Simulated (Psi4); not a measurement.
# SnGeH6 (SMILES [GeH3][SnH3]): CCSD(T)/def2-SVP (core potential)

What is the energy change on altering one bond length of SnGeH6 at CCSD(T)/def2-SVP (core potential)? 

The results are computed with Psi4 1.11.

2 further runs of the same task are left out: 2 set aside as unsound or not needed. Runs told in other sessions of the task aren't counted.

## (1) The system as given

The species is SnGeH6 (8 atoms), meant as a singlet with charge 0. SMILES: `[GeH3][SnH3]`. The coordinates come from a PBE0-D4/def2-TZVP relaxation.

Bond lengths: Ge1–Sn2 2.595 Å, Ge1–H3 1.538 Å, Ge1–H4 1.538 Å, Ge1–H5 1.538 Å, Sn2–H6 1.707 Å, Sn2–H7 1.707 Å, Sn2–H8 1.707 Å. Some angles: Ge1–Sn2–H6 110.4°, Ge1–Sn2–H7 110.5°, Ge1–Sn2–H8 110.4°, Sn2–Ge1–H3 110.4°, Sn2–Ge1–H4 110.4°, Sn2–Ge1–H5 110.4°, H6–Sn2–H7 108.5°, H6–Sn2–H8 108.5°, H7–Sn2–H8 108.5°, H3–Ge1–H4 108.5°.

## (2) The energy at CCSD(T)/def2-SVP (core potential)

Contents of run.py:

```python
import psi4

psi4.set_memory(2200000000)
psi4.set_num_threads(1)
psi4.set_output_file('geh6sn.out', False)

molecule = psi4.geometry("""
0 1
Ge    -0.754100     0.285800    -1.041300
Sn     0.751500    -0.290300     0.992300
H     -1.830800     1.307300    -0.639500
H     -1.453400    -0.978600    -1.567000
H      0.087500     0.886500    -2.179300
H     -0.187600    -0.932800     2.265200
H      1.931000    -1.444200     0.553800
H      1.547900     1.109100     1.560100
symmetry c1
no_reorient
no_com
""")

psi4.set_options({
    'basis': 'def2-SVP',
    'puream': True,
    'e_convergence': 1e-09,
    'd_convergence': 1e-08,
    'scf_type': 'pk',
    'num_frozen_docc': 13,
})

result, w = psi4.energy('ccsd(t)', molecule=molecule, return_wfn=True)
print(f'ccsd(t) energy: {result:.10f} Eh')
```

On the command line:

```sh
python run.py
```

geh6sn.out:

```text
[...]
    !!!  WARNING: ECP capability is in beta. Please check occupations closely.  !!!
[...]
  Running in c1 symmetry.
[...]
  Nuclear repulsion =  223.743526757569839
[...]
  Multiplicity = 1
[...]
  Nalpha       = 30
  Nbeta        = 30
[...]
    Number of basis functions: 88
[...]
   @RHF iter   1: -2290.67602701664964   -4.34595e+00   2.43056e-02 ADIIS/DIIS
[...]
   @RHF iter  11: -2291.91582458537914   -1.36424e-12   2.34963e-09 DIIS
[...]
    Orbital Energies [Eh]
    ---------------------
    Doubly Occupied:
       1A   -405.199516     2A    -52.127699     3A    -46.229022
       4A    -46.228533     5A    -46.228533     6A     -7.183423
       7A     -5.863149     8A     -5.161538     9A     -5.161001
      10A     -5.161001    11A     -4.052122    12A     -4.051689
      13A     -4.051688    14A     -1.634729    15A     -1.634728
      16A     -1.633715    17A     -1.631213    18A     -1.631213
      19A     -1.320500    20A     -1.320499    21A     -1.318478
      22A     -1.314293    23A     -1.314292    24A     -0.741439
      25A     -0.650858    26A     -0.479151    27A     -0.479143
      28A     -0.441491    29A     -0.441478    30A     -0.377909
[...]
  @RHF Final Energy: -2291.91582458537914
   => Energetics <=
    Nuclear Repulsion Energy =            223.7435267575698390
    One-Electron Energy =               -3721.1906156403892965
    Two-Electron Energy =                1205.5312642974406572
    Total Energy =                      -2291.9158245853786866
[...]
 Multipole Moments:
 ------------------------------------------------------------------------------------
     Multipole            Electronic (a.u.)      Nuclear  (a.u.)        Total (a.u.)
 ------------------------------------------------------------------------------------
 L = 1.  Multiply by 2.5417464519 to convert [e a0] to [Debye]
 Dipole X            :         14.1577221          -14.1797490           -0.0220269
 Dipole Y            :         -5.1057141            5.1141658            0.0084517
 Dipole Z            :         21.6970961          -21.7275041           -0.0304080
 Magnitude           :                                                    0.0384871
[...]
      * MP2 total energy                      = -2292.277441545094462
[...]
      * CCSD total energy                     = -2292.313203605828676
[...]
      * CCSD(T) total energy                  = -2292.323782558808944
```

On the terminal:

```text
ccsd(t) energy: -2292.3237825588 Eh
```

Wall time 22 s (1 thread of AMD EPYC 9R45 (Zen 5), shared host); peak memory 0.53 GiB.

## (3) The distorted shape at the same level

Contents of job.py:

```python
import psi4

psi4.set_memory('2200 MB')
psi4.set_num_threads(1)
psi4.core.set_output_file('psi4.out', False)

m = psi4.geometry("""
0 1
Ge    -1.006600     0.105576    -0.699873
Sn     0.499000    -0.470524     1.333727
H     -2.083300     1.127076    -0.298073
H     -1.705900    -1.158824    -1.225573
H      0.087500     0.886500    -2.179300
H     -0.440100    -1.113024     2.606627
H      1.678500    -1.624424     0.895227
H      1.295400     0.928876     1.901527
symmetry c1
no_reorient
no_com
""")

psi4.set_options({
    'basis': 'def2-SVP',
    'reference': 'rhf',
    'puream': True,
    'e_convergence': 1e-09,
    'd_convergence': 1e-08,
    'scf_type': 'pk',
    'num_frozen_docc': 13,
})

e_tot = psi4.energy("ccsd(t)")
print(f'total energy {e_tot:.8f} hartree = {e_tot * 27.211386:.5f} eV')
```

On the command line:

```sh
python job.py
```

psi4.out:

```text
[...]
    !!!  WARNING: ECP capability is in beta. Please check occupations closely.  !!!
[...]
  Running in c1 symmetry.
[...]
  Nuclear repulsion =  220.817860951868454
[...]
  Multiplicity = 1
[...]
  Nalpha       = 30
  Nbeta        = 30
[...]
    Number of basis functions: 88
[...]
   @RHF iter   1: -2290.54110936823690   -4.50317e+00   2.44788e-02 DIIS/ADIIS
[...]
   @RHF iter  11: -2291.87597815841082   -2.72848e-12   3.21165e-09 DIIS
[...]
    Orbital Energies [Eh]
    ---------------------
    Doubly Occupied:
       1A   -405.219159     2A    -52.145974     3A    -46.247567
       4A    -46.246944     5A    -46.246591     6A     -7.201047
       7A     -5.869283     8A     -5.179192     9A     -5.178378
      10A     -5.178082    11A     -4.058480    12A     -4.057743
      13A     -4.057707    14A     -1.651986    15A     -1.651749
      16A     -1.651065    17A     -1.648868    18A     -1.648173
      19A     -1.326547    20A     -1.326515    21A     -1.324901
      22A     -1.320468    23A     -1.320338    24A     -0.732752
      25A     -0.649710    26A     -0.486867    27A     -0.455222
      28A     -0.445905    29A     -0.418646    30A     -0.377008
[...]
  @RHF Final Energy: -2291.87597815841082
   => Energetics <=
    Nuclear Repulsion Energy =            220.8178609518684539
    One-Electron Energy =               -3714.7419386193159880
    Two-Electron Energy =                1202.0480995090367742
    Total Energy =                      -2291.8759781584103621
[...]
 Multipole Moments:
 ------------------------------------------------------------------------------------
     Multipole            Electronic (a.u.)      Nuclear  (a.u.)        Total (a.u.)
 ------------------------------------------------------------------------------------
 L = 1.  Multiply by 2.5417464519 to convert [e a0] to [Debye]
 Dipole X            :         42.1650739          -42.3319439           -0.1668700
 Dipole Y            :         14.8287672          -14.9797003           -0.1509331
 Dipole Z            :        -16.0358342           16.3395037            0.3036695
 Magnitude           :                                                    0.3779439
[...]
      * MP2 total energy                      = -2292.237303152264758
[...]
      * CCSD total energy                     = -2292.276100696817139
[...]
      * CCSD(T) total energy                  = -2292.287327162423026
```

Standard output:

```text
total energy -2292.28732716 hartree = -62376.31528 eV
```

Wall time 23 s (1 thread of AMD EPYC 9R45 (Zen 5), shared host); peak memory 0.53 GiB.

## (4) Outcome

At CCSD(T)/def2-SVP (core potential), 13 core orbitals frozen:

| quantity | value |
| --- | --- |
| first shape: total energy | -2292.32378 Eh |
| first shape: HOMO energy (Hartree–Fock orbitals) | -10.28 eV |
| first shape: LUMO energy (Hartree–Fock orbitals) | 3.28 eV |
| first shape: HOMO–LUMO gap (Hartree–Fock orbitals) | 13.56 eV |
| first shape: correlation energy (13 core orbitals frozen) | -408.0 mEh |
| first shape: (T) correction | -10.58 mEh |
| first shape: T1 diagnostic | 0.009 |
| distorted shape: total energy | -2292.28733 Eh |
| distorted shape: HOMO energy (Hartree–Fock orbitals) | -10.26 eV |
| distorted shape: LUMO energy (Hartree–Fock orbitals) | 2.26 eV |
| distorted shape: HOMO–LUMO gap (Hartree–Fock orbitals) | 12.52 eV |
| distorted shape: correlation energy (13 core orbitals frozen) | -411.3 mEh |
| distorted shape: (T) correction | -11.23 mEh |
| distorted shape: T1 diagnostic | 0.011 |
| energy change with the Ge1–H5 bond stretched from 1.538 to 1.999 Å | 0.992 eV |

**Reading.** With the Ge1–H5 bond stretched from 1.538 to 1.999 Å the energy rises by 0.99 eV (95.7 kJ/mol). The first shape isn't relaxed at this level, so the change isn't measured from a minimum. The triples (first shape) make up 2.6 % of the correlation energy. The triples (distorted shape) make up 2.7 % of the correlation energy.
